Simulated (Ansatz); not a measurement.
Runs of Ansatz 0.2.0 on InSb3. It takes space group Fm-3m (No. 225, cubic). Conventional cell: a = 7.589 Å, b = 7.589 Å, c = 7.589 Å, α = 90.00°, β = 90.00°, γ = 90.00°. Around Sb (site symmetry m-3m) lie 8 Sb at 3.29 Å. Around Sb (site symmetry -43m) lie 4 In at 3.29 Å and 4 Sb at 3.29 Å. Around In (site symmetry m-3m) lie 8 Sb at 3.29 Å. The cell comes from a database or a generator and needn't be the stable form of this composition.

```tsv
task	level	cutoff (eV)	points for each segment of the path	gap on the mesh (eV)	pressure (GPa)	V0 of scaled cells (Å³/atom)	B0 (GPa)
equation of state	r2SCAN	500	-	-	-	26.77	57
band structure	PBE	420	14	none	-0.2	-	-
band structure	r2SCAN	500	14	none	-1.1	-	-
equation of state	PBE	420	-	-	-	(a)	51
band structure	LDA	420	14	none	(b)	-	-
```

Alike in all rows: potentials or basis Ansatz PAW; no spin polarisation; cell as given; k mesh 6 × 6 × 6; smearing fermi-dirac 0.05 eV.

Estimate the missing entries.

(a) 27.23; (b) -4.2.

Caveats: spin-orbit coupling is left out, which moves the levels of the heavy elements (some runs); the PAW data sets come from PBE, with cores solved anew for the run's functional, which leaves a small shift of forces and pressure (some runs); the PAW data sets were made with another functional, which shifts forces and pressure a little (some runs).

A k mesh can miss the band edges, and the runs leave out spin-orbit coupling on In, Sb.

A gap of «none» marks a metal or a gap under the smearing width.
